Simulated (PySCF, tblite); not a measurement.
**C₅H₇F₅O: geometry, infrared bands, NMR shifts, spin-spin couplings and electronic excitations**

Wanted: the infrared bands, NMR shifts, spin-spin couplings and electronic excitations of C₅H₇F₅O (`CO[C@H](C)C(F)(F)C(F)(F)F`), by calculation.

Computed with tblite 0.8.0 and PySCF 2.14.0, with density-fitted response routines of our own, on a single molecule in the gas phase. Atoms are numbered from 0 throughout.

### Step 1. Starting geometry

18 atoms, charge 0, multiplicity 1; geometry from: force field or distance geometry start.

Bonds of the start (Å): C0–O1 1.43, O1–C2 1.42, C2–C3 1.53, C2–C4 1.54, C4–F5 1.38, C4–F6 1.37, C4–C7 1.52, C7–F8 1.36, C7–F9 1.36, C7–F10 1.37, C0–H11 1.09, C0–H12 1.08, C0–H13 1.10, C2–H14 1.10, C3–H15 1.11, C3–H16 1.10, C3–H17 1.08.

### Step 2. Optimising the geometry with GFN2-xTB

What the job is given:

```
{"job": {"kind": "relax", "xc": "GFN2-xTB", "basis": "xTB"}, "charge": 0, "multiplicity": 1}
C      1.761900    -1.365000    -0.517100
O      1.043700    -0.711500     0.528400
C      0.491700     0.547100     0.171200
C      0.149800     1.271200     1.469700
C     -0.735800     0.460500    -0.761500
F     -0.298000     0.078700    -2.011200
F     -1.227600     1.729200    -0.955700
C     -1.839000    -0.472100    -0.298100
F     -1.425300    -1.762700    -0.176500
F     -2.372700    -0.106800     0.895300
F     -2.879400    -0.491200    -1.188900
H      2.255600    -2.240300    -0.097300
H      2.502700    -0.695400    -0.936000
H      1.067000    -1.707800    -1.292200
H      1.255400     1.152700    -0.330700
H     -0.510900     0.662000     2.123100
H      1.067400     1.424700     2.062800
H     -0.315300     2.232900     1.303000
```

Started as:

```
> OMP_NUM_THREADS=2 python probes_run.py task.json out
```

The driver reads the jobs from task.json and runs them one after another.

**Question.** This job is followed by: GFN2-xTB harmonic vibrations, gas phase; PBE0-D3(BJ)/def2-SVP geometry optimisation, gas phase; GIAO PBE0/pcSseg-1 NMR shielding, non-relativistic, gas phase; B3LYP/pcJ-1 indirect spin-spin coupling, non-relativistic, gas phase; TDDFT B3LYP/def2-SVPD, vertical, gas phase, core orbitals frozen in the response; GIAO WP04/pcSseg-2 NMR shielding, non-relativistic, gas phase. Predict these results of the whole session: strongest single infrared mode (GFN2-xTB); zero-point energy (GFN2-xTB); point group; rotational constants (main isotopes); ¹³C shifts against TMS (PBE0/pcSseg-1); ¹H shifts against TMS (PBE0/pcSseg-1, means over atoms taken as alike); ¹⁷O shifts against H2O (PBE0/pcSseg-1); ¹⁹F shifts against CFCl3 (PBE0/pcSseg-1, means over atoms taken as alike); largest coupling of the table (B3LYP/pcJ-1); lowest singlet (B3LYP/def2-SVPD); brightest single state of those computed; lowest triplet; range of the shift of F6.

As calculated:

| quantity | value |
| --- | --- |
| strongest single infrared mode (GFN2-xTB) | 1107 cm⁻¹, 260 km/mol |
| zero-point energy (GFN2-xTB) | 75.8 kcal/mol |
| point group | C1 |
| rotational constants (main isotopes) | 1.42, 1.00, 0.91 GHz |
| ¹³C shifts against TMS (PBE0/pcSseg-1) | 125.3, 118.5, 80.6, 60.1, 17.5 ppm |
| ¹H shifts against TMS (PBE0/pcSseg-1, means over atoms taken as alike) | 3.46, 3.32, 1.41 ppm |
| ¹⁷O shifts against H2O (PBE0/pcSseg-1) | 29.1 ppm |
| ¹⁹F shifts against CFCl3 (PBE0/pcSseg-1, means over atoms taken as alike) | -93.3, -123.9, -135.5 ppm |
| largest coupling of the table (B3LYP/pcJ-1) | ¹J(C,F) C7–F8, -355.3 Hz |
| lowest singlet (B3LYP/def2-SVPD) | 7.29 eV (170 nm), f = 0.018 |
| brightest single state of those computed | state 9, 9.18 eV, f = 0.034 |
| lowest triplet | 7.14 eV |
| range of the shift of F6 | -135.5 to -123.1 ppm |

**Reading.** The optimisation took 90 steps and gained 0.189 eV; among the close pairs (by a distance rule), C7–F10 changed most, from 1.370 to 1.334 Å (GFN2-xTB). All 48 modes are real, so the xTB geometry is a minimum. The strongest single mode, at 1107 cm⁻¹, is spread over many atoms; the largest shares are those of C7, F10. Unscaled tight-binding wavenumbers are off by several per cent, some by more. Its intensities can rank the bands wrongly. Relaxing lowered the energy by 0.191 eV in 7 steps; the close pair that moved most is C3–H16, from 1.061 to 1.098 Å (PBE0/def2-SVP). No frequency check was run at this level, so the end point may be a saddle. H11, H12, H13 (mean) (hydrogen on a methyl carbon bonded to O) lies farthest downfield among hydrogen, at 3.46 ppm; its carbon carries O, which withdraws density. At PBE0/pcSseg-1: The widest tensor belongs to F6: span 158 ppm, with a paramagnetic part of -160 ppm. Of the pairs tabulated at B3LYP/pcJ-1, C7–F8 (mean over like pairs) couples most strongly (-355.3 Hz; Fermi contact -327.5 Hz). Couplings across rotatable bonds belong to this one conformer; where others are populated, the observed values are averages. Density functionals describe couplings to fluorine poorly, F–F couplings above all, so those rows are rough. The lowest singlet, at 7.29 eV, is HOMO→LUMO 0.95 and is weak; of the 10 states computed, the strongest absorption comes from states 6 to 7 together at 8.77 eV. The lowest triplet lies 0.15 eV below the lowest singlet (triplets in Tamm-Dancoff, singlets in full TDDFT). States above −ε(HOMO) lie where TDDFT describes them poorly and they hang on the basis; the brightest is among them. Across the 2 runs the shift of F6 moves most, between -135.5 (PBE0/pcSseg-1) and -123.1 ppm (WP04/pcSseg-2).
